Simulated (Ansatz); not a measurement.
Working through vertical spin-state energies of CH₆GeN₂, SMILES C=[N][GeH2][NH2]

Computed with Ansatz 0.2.0, Python API.

Contents of `ch6gen2.xyz`:
```text
10

C    -1.31130    0.70110   -0.97110
N    -1.28620   -0.26770   -0.19760
Ge    0.31960   -1.02400    0.21970
N     1.49510    0.24580    1.09340
H    -2.32720    1.16400   -1.23500
H    -0.46850    1.20150   -1.42210
H     1.08500   -1.49920   -1.05770
H     0.16310   -2.21930    1.16710
H     1.54430    1.05060    0.47680
H     0.86930    0.59610    1.92940
```

The cells in order, each with its output:

```python
import ansatz as az
```

```python
mol = az.Crystal.molecule_from_extxyz('ch6gen2.xyz')
```

```python
setup = (
    mol.calculation()
    .basis(gaussian='cc-pVDZ')
    .functional('pbe', dispersion='d4')
)
found = {}
for unpaired in [0, 2]:
    report = setup.spin('collinear', total=unpaired).run().report
    s = unpaired / 2
    found[unpaired] = report['free_energy_ev']
    print(f'2S+1 = {unpaired + 1}: E = {found[unpaired]:.5f} eV, <S^2> = {abs(report["mean_field"]["state"]["spin_squared"]):.3f} (pure state {s * (s + 1):.2f})')
lowest = min(found, key=found.get)
for unpaired, e in found.items():
    print(f'multiplicity {unpaired + 1}: {96.485332 * (e - found[lowest]):.1f} kJ/mol above the lowest')
```

    2S+1 = 1: E = -60617.76707 eV, <S^2> = 0.000 (pure state 0.00)
    2S+1 = 3: E = -60614.39075 eV, <S^2> = 2.004 (pure state 2.00)
    multiplicity 1: 0.0 kJ/mol above the lowest
    multiplicity 3: 325.8 kJ/mol above the lowest

In order: multiplicity 1 (+0.00 eV) and multiplicity 3 (+3.38 eV), all at the one geometry.

Total energies depend on the basis set; only differences at equal settings carry meaning. The geometry is a force-field or estimated start, not a minimum of this method, and the basis set is short of its limit. All parts are taken at fixed geometry, without zero-point energy. Timing: 12 s on 1 thread of Arm Neoverse V1, with other jobs on the host, peak memory 0.21 GiB.
